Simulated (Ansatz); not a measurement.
The same calculation of C2H6AlOSb, SMILES [CH3][Al]1[O][Sb]1[CH3] as a Python script and as an input file (the Python package of Ansatz (0.2.0)).

`run_energy.py`
```python
"""Single point of C2H6AlOSb."""

import ansatz as az
from ase import Atoms
import numpy as np

BASIS_SET = "def2-SVP"
XC = "pbe"

atoms = Atoms(["C", "Al", "O", "Sb", "C", "H", "H", "H", "H", "H", "H"], positions=[
    (-1.8263, 1.2155, -0.5521),
    (-0.4731, 0.1342, -1.4164),
    (1.2901, -0.1973, -1.7283),
    (1.0575, -1.9287, -0.743),
    (1.522, -1.0537, 1.1405),
    (-2.8625, 1.0318, -1.0075),
    (-1.8695, 1.0593, 0.5304),
    (-1.6076, 2.3492, -0.743),
    (1.9071, -1.8172, 1.8808),
    (2.31, -0.2802, 1.0238),
    (0.6177, -0.5698, 1.6354),
])
system = az.Crystal.molecule_from_ase(atoms)

base = (
    system.calculation()
    .basis(gaussian=BASIS_SET)  # the orbital basis, by name
    .functional(XC)
    .forces()
)
outcome = base.run()
summary = outcome.report

print(f"E = {summary['free_energy_ev']:.6f} eV = {summary['free_energy_ev'] / 27.211386246:.7f} Ha")
print("converged:", summary["converged"], " doubts:", summary["published_state_doubts"] or "none")

state = summary["mean_field"]["state"]
print(f"mean field: {state['energy']['hartree']:.7f} Ha, <S^2> = {abs(state['spin_squared']):.4f}, stability: {state.get('stability', {}).get('kind')}")

symbols = [site.symbol for site in system.cartesian_sites]
print("forces (eV/A)")
for symbol, f in zip(symbols, summary["forces_ev_ang"]):
    print(f"  {symbol:2s} {f[0]:9.4f} {f[1]:9.4f} {f[2]:9.4f}")

charges = summary["charge_distribution"]
print("dipole moment", round(4.803205 * float(np.linalg.norm(charges["dipole_moment_e_ang"])), 3), "D")
print("Mulliken:", [(s, round(q, 3)) for s, q in zip(symbols, charges["mulliken_charges_e"])])
```

Running `python run_energy.py` prints:
```text
E = -17339.098621 eV = -637.2001215 Ha
converged: True  doubts: none
mean field: -637.2001215 Ha, <S^2> = 0.0000, stability: minimum
forces (eV/A)
  C    -0.8192    2.4648   -1.7507
  Al    1.9189   -2.0397    0.6016
  O    -1.2136    2.9408   -0.9841
  Sb   -0.8171   -2.1180   -0.2409
  C    -0.3003    0.2835    2.0683
  H     0.9644    0.0502    0.5050
  H     0.1275   -0.2920    0.3927
  H    -0.3792   -1.3690    0.3915
  H    -0.1785    0.3588   -0.4552
  H    -0.0239   -0.0062   -0.1418
  H     0.7208   -0.2733   -0.3863
dipole moment 3.29 D
Mulliken: [('C', -0.375), ('Al', 0.519), ('O', -0.562), ('Sb', 0.278), ('C', -0.32), ('H', 0.089), ('H', 0.096), ('H', 0.078), ('H', 0.058), ('H', 0.072), ('H', 0.066)]
```

`input.yaml`:
```yaml
crystal:
  periodic: [false, false, false]
  atoms:
    - { symbol: C, position_ang: [-1.8263, 1.2155, -0.5521] }
    - { symbol: Al, position_ang: [-0.4731, 0.1342, -1.4164] }
    - { symbol: O, position_ang: [1.2901, -0.1973, -1.7283] }
    - { symbol: Sb, position_ang: [1.0575, -1.9287, -0.743] }
    - { symbol: C, position_ang: [1.522, -1.0537, 1.1405] }
    - { symbol: H, position_ang: [-2.8625, 1.0318, -1.0075] }
    - { symbol: H, position_ang: [-1.8695, 1.0593, 0.5304] }
    - { symbol: H, position_ang: [-1.6076, 2.3492, -0.743] }
    - { symbol: H, position_ang: [1.9071, -1.8172, 1.8808] }
    - { symbol: H, position_ang: [2.31, -0.2802, 1.0238] }
    - { symbol: H, position_ang: [0.6177, -0.5698, 1.6354] }
basis:
  gaussian: { orbitals: def2-SVP }
hamiltonian:
  xc: pbe
output:
  forces: true
```

The program run on that file:
```console
$ ansatz run input.yaml --threads 1 --pin off --max-ram 4096MiB --backend cpu --events-out ev --progress --plain --runs-dir out
Engine: ansatz 0.2.0, aarch64-unknown-linux-gnu
Functional definition: PBE
  parameter kappa = 0.804
  parameter beta = 0.06672455060314922
  exchange = pbe_x(kappa = kappa, mu = beta*pi^2/3)
  correlation = pbe_c(beta = beta)
1316 factors; their error is unknown
mean field evaluation 1: about -17316.7387 eV, gradient 9.8e1 eV
mean field evaluation 2: about -17129.1385 eV, gradient 2.1e2 eV
mean field evaluation 4: about -17336.9502 eV, gradient 2.8e1 eV
mean field evaluation 8: about -17339.1362 eV, gradient 1.5e0 eV
mean field evaluation 16: about -17339.0986 eV, gradient 1.8e-3 eV
mean field -17339.09858060 eV, -637.2001199739 hartree, gradient 1.5e-5 eV, S^2 0.000000; 1 other end points of the search recorded, 0 dependent functions left out
the calculation of the forces begins
reference -17339.09862141 eV, -637.2001214736 hartree; 31, 31 occupied and 85, 85 virtual orbitals, 1316 factors
Total energy: -17339.09862141 eV, -637.2001214736 hartree
Atom 0 at    -1.826300     1.215500    -0.552100 Å, force    -0.819202     2.464833    -1.750672 eV/Å
Atom 1 at    -0.473100     0.134200    -1.416400 Å, force     1.918942    -2.039678     0.601580 eV/Å
Atom 2 at     1.290100    -0.197300    -1.728300 Å, force    -1.213571     2.940786    -0.984149 eV/Å
Atom 3 at     1.057500    -1.928700    -0.743000 Å, force    -0.817126    -2.118046    -0.240916 eV/Å
Atom 4 at     1.522000    -1.053700     1.140500 Å, force    -0.300280     0.283545     2.068263 eV/Å
Atom 5 at    -2.862500     1.031800    -1.007500 Å, force     0.964413     0.050214     0.504991 eV/Å
Atom 6 at    -1.869500     1.059300     0.530400 Å, force     0.127519    -0.291999     0.392675 eV/Å
Atom 7 at    -1.607600     2.349200    -0.743000 Å, force    -0.379183    -1.369017     0.391514 eV/Å
Atom 8 at     1.907100    -1.817200     1.880800 Å, force    -0.178458     0.358830    -0.455184 eV/Å
Atom 9 at     2.310000    -0.280200     1.023800 Å, force    -0.023860    -0.006203    -0.141802 eV/Å
Atom 10 at     0.617700    -0.569800     1.635400 Å, force     0.720807    -0.273264    -0.386298 eV/Å
Dipole moment:    -0.554404     0.396429     0.068485 e Å
```

Total energies depend on the basis set; only differences at equal settings carry meaning. The geometry is a force-field or estimated start, not a minimum of this method, and the basis set is short of its limit. def2 sets replace the cores of elements past krypton by effective core potentials. Wall time of the script: 9.8 s on 1 thread of Arm Neoverse N1, with other jobs on the host, peak memory 0.22 GiB.

(A comment or docstring line of the script was reworded after the run, the code is as it ran; lines on the test bed's own set-up are left out of the output.)
